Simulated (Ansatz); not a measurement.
# C3H9NSi: the cost of one run

Computed with Ansatz 0.2.0, Gaussian basis. Level: functionals in def2-TZVPP, the program's frozen cores in correlated methods.

The runs, in order: PBE-D4, r2SCAN-D4, PBE0-D4, B3LYP-D4, ωB97X-V, ωB97M-V, B2PLYP; CCSD(T)/def2-TZVPP; MP2/def2-QZVPP; extrapolation to the limit.

### 1 The relaxed structure

The geometry comes from an earlier relaxation with PBE0-D4 in a triple-zeta def2 set; it is a stationary point, not always the lowest conformer.

SMILES `C[C@H]1N[Si@H]1C`, 14 atoms, charge 0, spin multiplicity 1.

Atoms are counted from 1 here; the program's logs count them from 0.

Bond lengths: C1–C2 1.504 Å, C1–H6 1.092 Å, C1–H7 1.096 Å, C1–H8 1.093 Å, C2–N3 1.500 Å, C2–Si4 1.835 Å, C2–H9 1.093 Å, N3–Si4 1.724 Å, N3–H10 1.009 Å, Si4–C5 1.855 Å, Si4–H11 1.486 Å, C5–H12 1.091 Å, C5–H13 1.093 Å, C5–H14 1.093 Å. Angles: C2–C1–H6 111.2°, C2–C1–H7 111.1°, C2–C1–H8 110.8°, H6–C1–H7 107.4°, H6–C1–H8 108.2°, H7–C1–H8 108.1°, C1–C2–N3 115.3°, C1–C2–Si4 127.2°, C1–C2–H9 113.1°, N3–C2–Si4 61.3°, N3–C2–H9 114.5°, Si4–C2–H9 114.7°, C2–N3–Si4 69.0°, C2–N3–H10 116.3°, Si4–N3–H10 125.8°, C2–Si4–N3 49.7°, C2–Si4–C5 125.6°, C2–Si4–H11 117.2° and more.

### 2 PBE-D4 (GGA)

File in.yaml:

```yaml
crystal:
  periodic: [false, false, false]
  atoms:
    - {symbol: C, position_ang: [-1.345850, 0.616688, -1.237298]}
    - {symbol: C, position_ang: [-0.587155, -0.604696, -0.794909]}
    - {symbol: N, position_ang: [0.895245, -0.553478, -1.016359]}
    - {symbol: Si, position_ang: [0.525959, -0.753100, 0.655967]}
    - {symbol: C, position_ang: [0.985855, 0.626153, 1.808612]}
    - {symbol: H, position_ang: [-0.867425, 1.530191, -0.877560]}
    - {symbol: H, position_ang: [-1.389700, 0.678785, -2.330178]}
    - {symbol: H, position_ang: [-2.370864, 0.596360, -0.857283]}
    - {symbol: H, position_ang: [-1.059635, -1.539344, -1.106216]}
    - {symbol: H, position_ang: [1.281375, -1.260751, -1.623773]}
    - {symbol: H, position_ang: [0.667185, -2.098967, 1.268738]}
    - {symbol: H, position_ang: [0.819015, 1.591358, 1.327648]}
    - {symbol: H, position_ang: [0.392124, 0.582296, 2.724926]}
    - {symbol: H, position_ang: [2.040870, 0.559306, 2.086585]}
basis:
  gaussian: {orbitals: def2-TZVPP}
hamiltonian: {xc: pbe, dispersion: d4}
output: {forces: true, orbitals: {seedname: orbitals}}
```

Command:

```sh
> ansatz run in.yaml --threads 4 --pin off --events-out ev --progress --plain --max-ram 10444MiB
```

Q: Estimate wall time and peak memory on 4 threads of Arm Neoverse V1, shared host.

About 3.1 s, with a peak of 0.4 GiB.
